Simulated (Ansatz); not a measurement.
# TeAs2: one candidate structure

Aim: relax TeAs2 from this start, structure listed in a database for this formula (I4_1/amd, No. 141), and see where it ends.

Computed with Ansatz 0.2.0 (DFT r2SCAN, scalar-relativistic, plane waves, PAW, unless a step's input says otherwise).

1 further run of the same task is left out (it didn't finish).

**1. The system as given**

It takes space group I4_1/amd (No. 141, tetragonal). The conventional cell has a = 7.113 Å, b = 7.113 Å, c = 5.881 Å, α = 90.00°, β = 90.00°, γ = 90.00°. Te (site symmetry -4m2) is surrounded by 4 As at 2.83 Å. As (site symmetry 2/m) has 2 Te at 2.83 Å and 4 As at 2.91 Å as nearest neighbours.

Structure file:

```cif
data_structure
_symmetry_space_group_name_H-M 'I4_1/amd:1'
_symmetry_Int_Tables_number 141
_cell_length_a 7.1129
_cell_length_b 7.1129
_cell_length_c 5.8810
_cell_angle_alpha 90.000
_cell_angle_beta 90.000
_cell_angle_gamma 90.000
_cell_volume 297.54
loop_
_atom_site_label
_atom_site_type_symbol
_atom_site_symmetry_multiplicity
_atom_site_Wyckoff_symbol
_atom_site_fract_x
_atom_site_fract_y
_atom_site_fract_z
_atom_site_occupancy
Te1 Te 4 a 0.00000 0.50000 0.25000 1
As1 As 8 d 0.25000 0.00000 0.37500 1
```

(A quick probe on a coarse mesh, which set the mesh and smearing, is not shown.)

**3. Full relaxation**

Contents of input.yaml:

```yaml
crystal:
  lattice:
    - [-3.556454, 3.556454, 2.940516]
    - [3.556454, -3.556454, 2.940516]
    - [3.556454, 3.556454, -2.940516]
  atoms:
    - { symbol: Te, position: [0.75, 0.25, 0.5] }
    - { symbol: Te, position: [0.0, 0.0, 0.0] }
    - { symbol: As, position: [0.375, 0.625, 0.25] }
    - { symbol: As, position: [0.375, 0.125, 0.75] }
    - { symbol: As, position: [0.375, 0.625, 0.75] }
    - { symbol: As, position: [0.875, 0.625, 0.25] }
basis:
  ecutwfc: 500
kpoints:
  mp_grid: { grid: [8, 8, 8] }
hamiltonian:
  xc: r2scan
scf:
  occupations: { method: gaussian, width: 0.1 }
output:
  forces: true
  stress: true
  eigenvalues: true
relax:
  adjacent_minimum: "off"
  f_tol: 0.01
  max_steps: 80
  cell: { stress_tol: 0.05 }
```

The run is started by

```sh
$ ansatz run input.yaml --threads 1 --pin off --max-ram 2560MiB --backend cpu --events-out ev --progress --plain --runs-dir out
```

Q: Predict the outcome of this session.

**Answer**, as computed:

Formation energies count from the elements, computed with the same settings in runs not shown here.

```
                          quantity                                                                      value
               cell (conventional)  a = 7.132 Å, b = 7.132 Å, c = 5.740 Å, α = 90.00°, β = 90.00°, γ = 90.00°
                       space group                                                         I4_1/amd (No. 141)
                            volume                                                              24.33 Å³/atom
                   gap on the mesh                                                               none (metal)
formation energy from the elements                                                             +0.271 eV/atom
```

In words: The space group stayed I4_1/amd, and from the first guess the volume went from 24.80 to 24.33 Å³/atom. The formation energy of +0.27 eV/atom is positive, so the elements lie lower than this structure; another structure of the compound can lie lower. The runs treat Te without spin-orbit coupling.
